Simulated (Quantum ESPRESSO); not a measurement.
Runs of Quantum ESPRESSO 7.5 on PPt. It takes space group P6_3mc (No. 186, hexagonal). The conventional cell has a = 3.743 Å, b = 3.743 Å, c = 6.354 Å, α = 90.00°, β = 90.00°, γ = 120.00°. Around Pt (site symmetry 3m) lie 4 P at 2.32 to 2.34 Å. P (site symmetry 3m) is surrounded by 4 Pt at 2.32 to 2.34 Å. The cell comes from a database or a generator and needn't be the stable form of this composition.

```csv
level,U,mixing beta,gap on the mesh (eV),pressure (GPa),largest force (eV/Å)
PBE+U,Pt d U = 8 eV,0.3,none,2.8,0.13
PBE+U,Pt d U = 6 eV,0.3,none,(b),0.12
PBE+U,Pt d U = 5 eV,0.3,none,1.4,0.12
PBE,-,0.5,none,0.0,0.14
PBE+U,Pt d U = 2 eV,0.3,none,(a),0.13
```

Alike in all rows: task single point; potentials or basis SSSP 1.3 efficiency PBE; no spin polarisation; cell as given; k mesh 8 × 8 × 4; cutoff (eV) 748; smearing fermi-dirac 0.05 eV.

Task: Fill in the values left out.

Result: (a) 0.5; (b) 1.8.

Caveats: U without spin polarisation on a metal has little footing (some runs); the U is typed as a test and isn't derived for this compound (some runs).

A k mesh can miss the band edges, and the runs leave out spin-orbit coupling on Pt.

A gap of «none» marks a metal or a gap under the smearing width.
